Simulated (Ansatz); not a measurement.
# C3H9GeN: one species, many methods

An exercise on one series of results from a longer session: the logs are not shown, and one member is left open.

Computed with Ansatz 0.2.0, Gaussian basis. Level: functionals in def2-TZVPP, the program's frozen cores in correlated methods.

Plan: LDA (SPW92), PBE-D4, revPBE-D4, BLYP-D4, r2SCAN-D4, B97M-V, PBE0-D4, B3LYP-D4, r2SCANh-D4, r2SCAN0-D4, HSE06-D4, BHLYP-D4, CAM-B3LYP-D4, LC-ωPBE, ωB97X-V, ωB97M-V, B2PLYP, PBE-QIDH; CCSD(T)/def2-SVP; CCSD(T)/def2-TZVPP; MP2/def2-QZVPP; extrapolation to the limit; RPA on PBE.

## The relaxed structure

An earlier PBE0-D4 in a triple-zeta def2 set relaxation fixed the geometry.

SMILES `C[CH](C)[Ge][NH2]`, 14 atoms, charge 0, spin multiplicity 1.

Atoms are counted from 1 here; the program's logs count them from 0.

Bond lengths: C1–C2 1.522 Å, C1–H6 1.097 Å, C1–H7 1.094 Å, C1–H8 1.094 Å, C2–C3 1.523 Å, C2–Ge4 2.025 Å, C2–H9 1.097 Å, C3–H10 1.094 Å, C3–H11 1.095 Å, C3–H12 1.097 Å, Ge4–N5 1.819 Å, N5–H13 1.009 Å, N5–H14 1.007 Å. Angles: C2–C1–H6 111.2°, C2–C1–H7 112.3°, C2–C1–H8 111.7°, H6–C1–H7 107.2°, H6–C1–H8 107.0°, H7–C1–H8 107.1°, C1–C2–C3 111.9°, C1–C2–Ge4 112.5°, C1–C2–H9 108.3°, C3–C2–Ge4 111.0°, C3–C2–H9 108.3°, Ge4–C2–H9 104.4°, C2–C3–H10 111.6°, C2–C3–H11 112.3°, C2–C3–H12 111.2°, H10–C3–H11 107.1°, H10–C3–H12 107.1°, H11–C3–H12 107.2° and more.

As a file:

| atom | x (Å) | y (Å) | z (Å) |
| --- | --- | --- | --- |
| C1 | -1.1466 | 0.0534 | 0.9559 |
| C2 | 0.2783 | 0.4917 | 0.6484 |
| C3 | 1.2283 | -0.6949 | 0.5477 |
| Ge4 | 0.3910 | 1.6558 | -1.0047 |
| N5 | -0.2789 | 0.4327 | -2.1719 |
| H6 | -1.1940 | -0.5125 | 1.8940 |
| H7 | -1.8301 | 0.9021 | 1.0542 |
| H8 | -1.5490 | -0.5949 | 0.1713 |
| H9 | 0.6232 | 1.1404 | 1.4625 |
| H10 | 0.9355 | -1.3774 | -0.2563 |
| H11 | 2.2595 | -0.3865 | 0.3488 |
| H12 | 1.2379 | -1.2763 | 1.4774 |
| H13 | -0.5870 | -0.5014 | -1.9459 |
| H14 | -0.3810 | 0.6386 | -3.1523 |

Set-up of the first run:

The input, in.yaml:

```yaml
crystal:
  periodic: [false, false, false]
  atoms:
    - {symbol: C, position_ang: [-1.146590, 0.053394, 0.955860]}
    - {symbol: C, position_ang: [0.278349, 0.491727, 0.648393]}
    - {symbol: C, position_ang: [1.228306, -0.694929, 0.547656]}
    - {symbol: Ge, position_ang: [0.391047, 1.655794, -1.004721]}
    - {symbol: N, position_ang: [-0.278854, 0.432747, -2.171922]}
    - {symbol: H, position_ang: [-1.194047, -0.512542, 1.894013]}
    - {symbol: H, position_ang: [-1.830134, 0.902116, 1.054218]}
    - {symbol: H, position_ang: [-1.548992, -0.594933, 0.171286]}
    - {symbol: H, position_ang: [0.623191, 1.140412, 1.462498]}
    - {symbol: H, position_ang: [0.935518, -1.377379, -0.256310]}
    - {symbol: H, position_ang: [2.259519, -0.386549, 0.348763]}
    - {symbol: H, position_ang: [1.237878, -1.276305, 1.477387]}
    - {symbol: H, position_ang: [-0.587023, -0.501405, -1.945930]}
    - {symbol: H, position_ang: [-0.380967, 0.638553, -3.152292]}
basis:
  gaussian: {orbitals: def2-TZVPP}
hamiltonian: {xc: lda}
output: {orbitals: {seedname: orbitals}}
```

Command:

```bash
$ ansatz run in.yaml --threads 4 --pin off --events-out ev --progress --plain --max-ram 11315MiB
```

Among the steps run: LDA; PBE-D4 (GGA); revPBE-D4 (GGA); BLYP-D4 (GGA); r2SCAN-D4 (meta-GGA); B97M-V (meta-GGA); B3LYP-D4 (hybrid); r2SCANh-D4 (hybrid); r2SCAN0-D4 (hybrid); HSE06-D4 (hybrid); BHLYP-D4 (hybrid); CAM-B3LYP-D4 (range-separated); LC-ωPBE (range-separated); ωB97X-V (range-separated); ωB97M-V (range-separated); B2PLYP (double hybrid); PBE-QIDH (double hybrid).

One of the session's tables, all rows but one given; the rest of the session is left out.

It belongs to the step «Frontier levels by functional». 

| functional | HOMO (eV) | gap (eV) |
| --- | --- | --- |
| LDA (SPW92) | -5.04 | 2.65 |
| PBE-D4 | -4.91 | 2.76 |
| revPBE-D4 | -4.85 | 2.81 |
| BLYP-D4 | -4.79 | 2.74 |
| r2SCAN-D4 | -5.12 | 3.05 |
| B97M-V | -5.15 | 3.13 |
| PBE0-D4 | ? | ? |
| B3LYP-D4 | -5.78 | 4.19 |
| r2SCANh-D4 | -5.51 | 3.73 |
| r2SCAN0-D4 | -6.09 | 4.76 |
| HSE06-D4 | -5.55 | 3.82 |
| BHLYP-D4 | -6.89 | 6.38 |
| CAM-B3LYP-D4 | -7.21 | 6.88 |
| LC-ωPBE | -8.45 | 9.25 |
| ωB97X-V | -8.15 | 8.83 |
| ωB97M-V | -8.05 | 8.60 |

Estimate the missing values for PBE0-D4.

As computed: HOMO (eV): -5.94; gap (eV): 4.58. In the column «HOMO (eV)» it lies between r2SCAN0-D4 (-6.09) and B3LYP-D4 (-5.78).
